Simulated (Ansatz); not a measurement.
This script for Ansatz's Python interface starts 2 runs on RbBiO3, space group Pm-3m. What input does the engine get in each?

`rbbio3_defect.py`
```python
import warnings

import ansatz as az
import numpy as np
from pymatgen.core import Lattice, Structure
from pymatgen.io.ase import AseAtomsAdaptor


def main() -> None:
    warnings.simplefilter('ignore', az.DeckWarning)

    pmg_structure = Structure(
        Lattice([[4.259822, 0.0, 0.0], [0.0, 4.259822, 0.0], [0.0, 0.0, 4.259822]]),
        ['Rb', 'Bi', 'O', 'O', 'O'],
        [
            [0.0, 0.0, 0.0],
            [0.5, 0.5, 0.5],
            [0.5, 0.5, 0.0],
            [0.5, 0.0, 0.5],
            [0.0, 0.5, 0.5],
        ],
    )
    xtal = az.Crystal.from_ase(AseAtomsAdaptor.get_atoms(pmg_structure))
    host = xtal.supercell(2, 2, 1)
    defective = host.vacancy('Bi', at=[0.5, 0.5, 0.5])

    def prepare(structure):
        return (
            structure.calculation()
            .kpoints(2, 2, 3, center='monkhorst-pack')
            .initial_density(normalization='atom')
            .basis(470)
            .pseudopotentials('paw')
            .functional('pbesol')
            .mixing('anderson', beta=0.7)
            .scf(tolerance=1e-08, max_iterations=100, lower_state_search='light', self_checks='low')
            .occupations('gaussian', width=0.02)
            .band_table()
        )


    perfect = prepare(host).run(threads=1).report
    calculation = (
        prepare(defective)
        .relax(force_tolerance=0.05, max_steps=25)
    )
    res = calculation.run(threads=1)
    summary = res.report

    n_host, n_defect = len(perfect['lattice']['sites']), len(summary['lattice']['sites'])
    print(f'perfect cell: {n_host} atoms, F = {perfect["free_energy_ev"]:.4f} eV')
    print(f'defect cell:  {n_defect} atoms, F = {summary["free_energy_ev"]:.4f} eV')
    print(f'difference {summary["free_energy_ev"] - perfect["free_energy_ev"]:.4f} eV (no chemical potentials)')

    for site in res.lattice.sites:
        print(f'{site.symbol:2s}', ' '.join(f'{v:8.4f}' for v in site.position_ang))

    pull = np.linalg.norm(summary['forces_ev_ang'], axis=1)
    for atom in np.argsort(-pull)[:5]:
        print(f'force on {res.lattice.sites[atom].symbol}{atom}: {pull[atom]:.3f} eV/A')


if __name__ == '__main__':
    main()
```

Run 1:
```yaml
crystal:
  lattice:
    - [4.259822, 0.0, 0.0]
    - [0.0, 4.259822, 0.0]
    - [0.0, 0.0, 4.259822]
  atoms:
    - { symbol: Rb, position: [0.0, 0.0, 0.0] }
    - { symbol: Bi, position: [0.5, 0.5, 0.5] }
    - { symbol: O, position: [0.5, 0.5, 0.0] }
    - { symbol: O, position: [0.5, 0.0, 0.5] }
    - { symbol: O, position: [0.0, 0.5, 0.5] }
  supercell: [2, 2, 1]
basis:
  ecutwfc: 470.0
kpoints:
  mp_grid:
    grid: [2, 2, 3]
    shift: [0.5, 0.5, 0.0]
hamiltonian:
  xc: pbesol
  pseudopotentials:
    kind: paw
scf:
  max_iter: 100
  self_checks: low
  convergence:
    dr2_threshold: 1.0e-08
  lower_state_search: light
  mixing:
    algorithm: anderson
    beta: 0.7
  occupations:
    method: gaussian
    width: 0.02
  initial_density:
    normalization: atom
output:
  eigenvalues: true
```

Run 2, against run 1:
```diff
+  defects:
+    - { vacancy: 1 }
+relax:
+  f_tol: 0.05
+  max_steps: 25
```

```console
$ python rbbio3_defect.py
perfect cell: 20 atoms, F = -68557.6793 eV
defect cell:  19 atoms, F = -56305.3659 eV
difference 12252.3134 eV (no chemical potentials)
Rb   0.1327   0.1327   0.0000
O    2.1299   2.1299   0.0000
O    2.1299  -0.1220   2.1299
O   -0.1220   2.1299   2.1299
Rb   0.1327   4.1271   0.0000
Bi   2.1299   6.3897   2.1299
O    2.1299   6.3897   0.0000
O    2.1299   4.3818   2.1299
O   -0.0417   6.3897   2.1299
Rb   4.1271   0.1327   0.0000
Bi   6.3897   2.1299   2.1299
O    6.3897   2.1299   0.0000
O    6.3897  -0.0417   2.1299
O    4.3818   2.1299   2.1299
Rb   4.1271   4.1271   0.0000
Bi   6.3897   6.3897   2.1299
O    6.3897   6.3897   0.0000
O    6.3897   4.3015   2.1299
O    4.3015   6.3897   2.1299
force on O18: 0.019 eV/A
force on O12: 0.019 eV/A
force on O17: 0.019 eV/A
force on O8: 0.019 eV/A
force on O13: 0.016 eV/A
```

These settings explore the input space; cutoff and mesh may be short of convergence. The cell holds an odd number of electrons and is run without spin, so a magnetic state may lie lower. Extra carriers fill band states at a few k-points, so forces and energy hang on the mesh. For a metal this k-point mesh is coarse: on a finer one energies can move by several to tens of meV an atom and pressures by half a GPa or more, differences at one mesh by less. The relaxation stopped at 0.019 eV/Å, so the energy gained is a lower bound and displacements are uncertain. The difference holds no chemical potentials. Errors of mesh and smearing per atom add up over the supercell, so the energy can be off by tenths of an eV. Spin-orbit coupling, which matters for elements this heavy, is left out. The structure comes from a database of computed cells and needn't be a stable or known phase. The supercell is small, so the defect meets its images and the energies aren't those of an isolated defect; a partly filled defect level may also lower its energy by spin or distortion. For a charged cell the difference holds no correction, alignment or term for the electrons' reservoir. Finished in 38 s on 1 thread of Arm Neoverse V2, on a shared host, peak memory 0.71 GiB.
